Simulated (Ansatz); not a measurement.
# NaLaMnMoO6: single point with PBE

NaLaMnMoO6:

```
Na La Mn Mo O
1.0
     0.00000    3.86259    3.86259
     3.86259    0.00000    3.86259
     3.86259    3.86259    0.00000
Na La Mn Mo O
1 1 1 1 6
Direct
  0.24832 0.24303 0.25982
  0.75536 0.74979 0.74050
  0.50224 0.49306 0.49922
  0.00137 0.00609 0.99781
  0.74339 0.25376 0.25507
  0.25790 0.25422 0.74103
  0.25529 0.74684 0.24817
  0.74704 0.24330 0.74826
  0.74826 0.74905 0.25384
  0.25008 0.74995 0.75422
```

The cell was built by a generator and needn't be a form met in nature.

The cell isn't the ideal one: atoms moved at random, drawn with an rms of 0.05 Å.

```json
{
 "Program": "Ansatz 0.2.0",
 "Task": "single point",
 "Functional": "PBE",
 "Potentials or basis": "Ansatz PAW",
 "Cutoff": "420 eV (not typed: the program's choice for these potentials)",
 "k mesh": "6 × 6 × 6",
 "Occupations": "fermi-dirac, width 0.05 eV",
 "Spin": "collinear spin, ferromagnetic start",
 "Starting moments": "[0.0, 0.0, 4.0, 1.0, 0.0, 0.0, 0.0, 0.0, 0.0, 0.0] μB"
}
```

| Item | Value |
| --- | --- |
| Pressure | 0.6 GPa |
| Largest force | 0.970 eV/Å |
| Band gap on the k mesh | none (metal or under the smearing width) |
| Net moment | 1.17 μB per cell |
| Absolute moment | 3.08 μB per cell |
| Site moments | Na +0.00; La -0.03; Mn +1.70; Mo -0.45; O +0.01, -0.00 μB |

Forces on the atoms (eV/Å):
```
Na  -0.045 -0.045  0.086
La   0.177  0.026 -0.034
Mn   0.595 -0.113  0.542
Mo  -0.283  0.073 -0.562
O   -0.138  0.015  0.198
O    0.189 -0.132 -0.310
O    0.275  0.373  0.063
O    0.140 -0.243  0.238
O    0.057  0.118 -0.256
O   -0.967 -0.073  0.035
```

Stress tensor (GPa, compression positive):
```
 0.86 -0.29 -0.07
-0.29  0.49 -0.52
-0.07 -0.52  0.39
```

Levels at points of the mesh, in eV from the Fermi level:
Spin up:
| k point | band 40 | band 41 | band 42 | band 43 | band 44 | band 45 | band 46 | band 47 |
| --- | --- | --- | --- | --- | --- | --- | --- | --- |
| (0.00, 0.00, 0.00) | -2.74 | -2.68 | -2.59 | -2.53 | -0.21 | -0.16 | 0.74 | 0.79 |
| (0.00, 0.00, -0.50) | -2.98 | -1.85 | -1.71 | -1.70 | 0.47 | 0.55 | 0.65 | 1.32 |
| (0.00, -0.50, 0.00) | -3.15 | -1.85 | -1.71 | -1.70 | 0.49 | 0.58 | 0.64 | 1.34 |
| (0.00, -0.50, -0.50) | -2.73 | -2.62 | -1.34 | -1.32 | -0.17 | 0.52 | 0.62 | 1.17 |
| (-0.50, 0.00, 0.00) | -3.02 | -1.84 | -1.72 | -1.71 | 0.48 | 0.57 | 0.63 | 1.33 |
| (-0.50, 0.00, -0.50) | -2.74 | -2.59 | -1.34 | -1.32 | -0.18 | 0.54 | 0.63 | 1.15 |
| (-0.50, -0.50, 0.00) | -2.71 | -2.65 | -1.33 | -1.31 | -0.21 | 0.59 | 0.63 | 1.16 |
| (-0.50, -0.50, -0.50) | -2.91 | -1.85 | -1.72 | -1.70 | 0.47 | 0.54 | 0.61 | 1.31 |
Spin down:
```
              k point  band 39  band 40  band 41  band 42  band 43  band 44  band 45  band 46
   (0.00, 0.00, 0.00)    -2.58    -2.52    -1.67    -1.63    -1.58     0.68     0.69     1.16
  (0.00, 0.00, -0.50)    -3.29    -2.94    -0.10    -0.08     0.07     0.14     0.25     0.30
  (0.00, -0.50, 0.00)    -3.13    -3.10    -0.15     0.05     0.12     0.16     0.22     0.22
 (0.00, -0.50, -0.50)    -3.49    -2.60    -1.54     0.50     0.52     0.66     0.69     0.71
  (-0.50, 0.00, 0.00)    -3.22    -2.99    -0.09    -0.07     0.04     0.15     0.25     0.29
 (-0.50, 0.00, -0.50)    -3.51    -2.60    -1.53     0.49     0.52     0.65     0.68     0.72
 (-0.50, -0.50, 0.00)    -3.50    -2.62    -1.53     0.52     0.53     0.64     0.67     0.70
(-0.50, -0.50, -0.50)    -3.39    -2.88    -0.15    -0.09    -0.03     0.11     0.32     0.35
```

Wall time 51 s on 8 threads of Arm Neoverse V1 (shared host), peak memory 1.3 GiB.

Caveat: the pressure holds a Pulay correction of +0.6 GPa for the finite cutoff; a cell with one magnetic atom can't hold antiferromagnetic order, which such compounds often take; semilocal functionals often make such compounds metallic where correlation or magnetic order opens a gap, which also shifts bond lengths; the starting moments weren't kept. The run has no spin-orbit coupling, so splittings on La are missing.
